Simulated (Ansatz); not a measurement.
# Al2Pt: the cost of one run

Computed with Ansatz 0.2.0 (DFT PBE, scalar-relativistic, plane waves, PAW, unless a step's input says otherwise).

1 further run of the same task is left out (set aside as unsound or not needed).

### Step 1. The structure to begin with

The structure is cubic, space group Fm-3m (No. 225). Conventional cell: a = 5.946 Å, b = 5.946 Å, c = 5.946 Å, α = 90.00°, β = 90.00°, γ = 90.00°. Al (site symmetry -43m) has 4 Pt at 2.57 Å as nearest neighbours. Around Pt (site symmetry m-3m) lie 8 Al at 2.57 Å.

As a file:

```
Al Pt
1.0
     0.00000    2.97320    2.97320
     2.97320    0.00000    2.97320
     2.97320    2.97320    0.00000
Al Pt
2 1
Direct
  0.25000 0.25000 0.25000
  0.75000 0.75000 0.75000
  0.00000 0.00000 0.00000
```

It is the result of an earlier relaxation at this level (volume 17.52 Å³/atom; gap on the mesh: none (metal)).

### Step 2. Relaxing to 0.001 eV/Å, with the smearing for a metal

Response runs need a geometry at rest under their own mesh and occupations; hence this stricter relaxation.

The input, input.yaml:

```yaml
crystal:
  lattice:
    - [0.0, 2.9732040976, 2.9732040976]
    - [2.9732040976, 0.0, 2.9732040976]
    - [2.9732040976, 2.9732040976, 0.0]
  atoms:
    - { symbol: Al, position: [0.25, 0.25, 0.25] }
    - { symbol: Al, position: [0.75, 0.75, 0.75] }
    - { symbol: Pt, position: [0.0, 0.0, 0.0] }
basis:
  ecutwfc: 420
kpoints:
  mp_grid: { grid: [12, 12, 12] }
hamiltonian:
  xc: pbe
scf:
  occupations: { method: fermi_dirac, width: 0.15 }
output:
  forces: true
  stress: true
  eigenvalues: true
relax:
  adjacent_minimum: "off"
  f_tol: 0.001
  max_steps: 60
  cell: { stress_tol: 0.01 }
```

On the command line:

```console
ansatz run input.yaml --threads 1 --pin off --max-ram 2560MiB --backend cpu --events-out ev --progress --plain --runs-dir out
```

What time and memory should one allow on 1 thread of Intel Xeon Platinum 8488C (Sapphire Rapids), shared host?

About 9.4 s, with a peak of 0.42 GiB.
